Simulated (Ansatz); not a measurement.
# C2H6N2Si: the cost of one run

Computed with the Python package of Ansatz 0.2.0. The levels of theory stand in the script.

## 1. The structure

Bond lengths: N1–C2 1.437 Å, C2–N3 1.491 Å, C2–C4 1.402 Å, N3–C4 1.177 Å, C4–Si5 1.789 Å, N1–H6 1.073 Å, N1–H7 0.979 Å, C2–H8 1.087 Å, Si5–H9 1.523 Å, Si5–H10 1.459 Å, Si5–H11 1.478 Å. Angles (14 of 19 angles, heavy atoms first): N1–C2–N3 111.2°, N1–C2–C4 122.0°, N3–C2–C4 47.9°, C2–N3–C4 62.1°, C2–C4–N3 70.0°, C2–C4–Si5 143.0°, N3–C4–Si5 146.8°, N1–C2–H8 118.7°, N3–C2–H8 115.0°, C4–C2–H8 118.7°, C2–N1–H6 105.9°, C2–N1–H7 113.0°, C4–Si5–H9 112.0°, C4–Si5–H10 111.3°.

The script holds or builds the structure itself.

## 2. Script

Input file c2h6n2si.py:

```python
"""One geometry of C2H6N2Si, method by method."""

from pathlib import Path
import warnings

import ansatz as az
import numpy as np

warnings.simplefilter("ignore", az.DeckWarning)

molecule = (
    az.Crystal.molecule()
    .atom("N", [0.1554, -0.6577, 1.9499])
    .atom("C", [0.6775, -0.7403, 0.6134])
    .atom("N", [1.3348, 0.5354, 0.2104])
    .atom("C", [0.3619, 0.2113, -0.3667])
    .atom("Si", [-0.8563, 0.6371, -1.6059])
    .atom("H", [0.2308, 0.3749, 2.232])
    .atom("H", [0.7048, -1.1345, 2.6056])
    .atom("H", [1.2026, -1.6435, 0.3131])
    .atom("H", [-1.8536, 1.6687, -1.0945])
    .atom("H", [-0.2291, 1.2117, -2.7911])
    .atom("H", [-1.6634, -0.5202, -2.0457])
)

base = molecule.calculation().basis(gaussian="def2-SVP")

print("functional    E (Ha)        dipole (D)   HOMO (eV)  LUMO (eV)")
for name in ["lda", "r2scan", "r2scan0", "hse06", "pbe0", "revpbe"]:
    data = base.functional(name).forces().orbitals().run(threads=1, backend="cpu", runs_dir="runs").report
    lines = Path(data["orbitals_path"]).read_text().splitlines()
    field_of = lambda key: [line.split("=")[1].strip() for line in lines if line.startswith(key)]
    orbitals = [(27.211386 * float(e), s, float(n)) for e, s, n in zip(field_of("Ene="), field_of("Spin="), field_of("Occup="))]
    homo = max(e for e, _, n in orbitals if n > 0.5)
    lumo = min(e for e, _, n in orbitals if n < 0.5)
    dipole = 4.803205 * np.linalg.norm(data["charge_distribution"]["dipole_moment_e_ang"])
    print(f"{name:10s} {data['free_energy_ev'] / 27.211386246:14.6f} {dipole:9.3f} {homo:11.3f} {lumo:10.3f}")
```

## 3. Running it

Started as:

```bash
> python c2h6n2si.py
```

What time and memory should one allow on 1 thread of Arm Neoverse V2, shared host?

About 30 s, with a peak of 0.3 GiB.
